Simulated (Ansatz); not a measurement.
# C2H6Te, SMILES CC[TeH]: a polarisability from point charges

Program: the Ansatz DFT code, driven from Python.

`field_c2h6te.py`:
```python
"""Dipole of C2H6Te in the field of point charges."""

import ansatz as az
import numpy as np

mol = (
    az.Crystal.molecule()
    .atom("C", (-0.5104, 0.5788, -0.8207))
    .atom("C", (0.3722, -0.2551, -0.015))
    .atom("Te", (-0.3828, -0.4367, 1.9834))
    .atom("H", (-1.4991, 0.1836, -0.8657))
    .atom("H", (-0.1723, 0.7061, -1.8879))
    .atom("H", (-0.6209, 1.6529, -0.3842))
    .atom("H", (1.4169, 0.2016, 0.0115))
    .atom("H", (0.4778, -1.2452, -0.4776))
    .atom("H", (1.007, -1.4323, 2.4391))
)

base = mol.calculation().basis(gaussian="def2-SVP").functional("PBE").forces()
# charges +q and -q at -R and +R make a nearly even field 2 k q / R^2 at the centre
centre = np.mean([site.position_ang for site in mol.cartesian_sites], axis=0)
field = 2 * 14.399645 * 2.0 / 25.0 ** 2


def dipole(axis, sign):
    arm = 25.0 * np.eye(3)[axis]
    pair = [{"charge": sign * 2.0, "position_ang": (centre - arm).tolist()}, {"charge": -sign * 2.0, "position_ang": (centre + arm).tolist()}]
    deck = base.input().set(az.key.basis.gaussian.point_charges, pair)
    return np.array(az.Session.from_dict(deck).plan().execute().report["charge_distribution"]["dipole_moment_e_ang"])


print(f"field {field:.4f} V/A")
alpha = np.array([(dipole(axis, 1) - dipole(axis, -1)) / (2 * field) * 14.399645 for axis in range(3)])
print("polarisability tensor (A^3)")
print(np.array2string(alpha, precision=3, suppress_small=True))
print(f"mean {np.trace(alpha) / 3:.3f} A^3 = {np.trace(alpha) / 3 / 0.14818471:.2f} bohr^3")
```

```console
$ python field_c2h6te.py
field 0.0922 V/A
polarisability tensor (A^3)
[[ 7.516 -0.737 -0.117]
 [-0.744  7.244 -1.15 ]
 [-0.133 -1.177 10.164]]
mean 8.308 A^3 = 56.07 bohr^3
```

Caveats:
- The geometry is a force-field or estimated start, not a minimum of this method, and the basis set is short of its limit. The field of two point charges is only nearly even.
- def2 sets replace the cores of elements past krypton by effective core potentials.
- Without diffuse functions polarisabilities are unreliable, as a rule too low, and they change with the bond lengths of this unrelaxed start.
- Hardware and time: 14 s on 1 thread of Arm Neoverse V2, on a shared host, peak memory 0.19 GiB.

(Lines on the test bed's own set-up are left out of the output.)
